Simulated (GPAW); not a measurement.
The system is GeW.

```
Ge W
1.0
     0.00000    2.57761    2.57761
     2.57761    0.00000    2.57761
     2.57761    2.57761    0.00000
Ge W
1 1
Cartesian
  2.5776 2.5776 2.5776
  0.0000 0.0000 0.0000
```

The cell was built by a generator and needn't be a form met in nature.

- Program: GPAW 26.7.0
- Task: relaxation of cell and atoms
- Functional: BLYP
- Potentials or basis: PAW data sets generated in the run's folder for this functional
- Cutoff: 600 eV
- Basis: pw
- k mesh: 8 × 8 × 8
- Occupations: fermi-dirac, width 0.05 eV
- Spin: no spin polarisation

At the start: pressure 8.1 GPa; volume 17.13 Å³/atom.

Problem. Where does the relaxation end?

Solution. Over 4 steps the energy falls by 20.9 meV/atom and the volume is 17.99 Å³/atom (+5.0 %); space group Fm-3m (No. 225, to 0.05 Å).

Step by step:
```
step  energy change (eV)  largest force (eV/Å)  pressure (GPa)  volume (Å³)
   1              0.0000                0.0000            8.12        34.25
   2             -0.0259                0.0000            4.83        34.89
   3             -0.0417                0.0000            0.27        35.91
   4             -0.0418                0.0000            0.01        35.97
```

Final structure:
```
Ge W
1.0
     0.00000    2.62005    2.62005
     2.62005    0.00000    2.62005
     2.62005    2.62005    0.00000
Ge W
1 1
Direct
  0.50000 0.50000 0.50000
  0.00000 0.00000 0.00000
```

Caveat: later steps reuse the first step's grids.
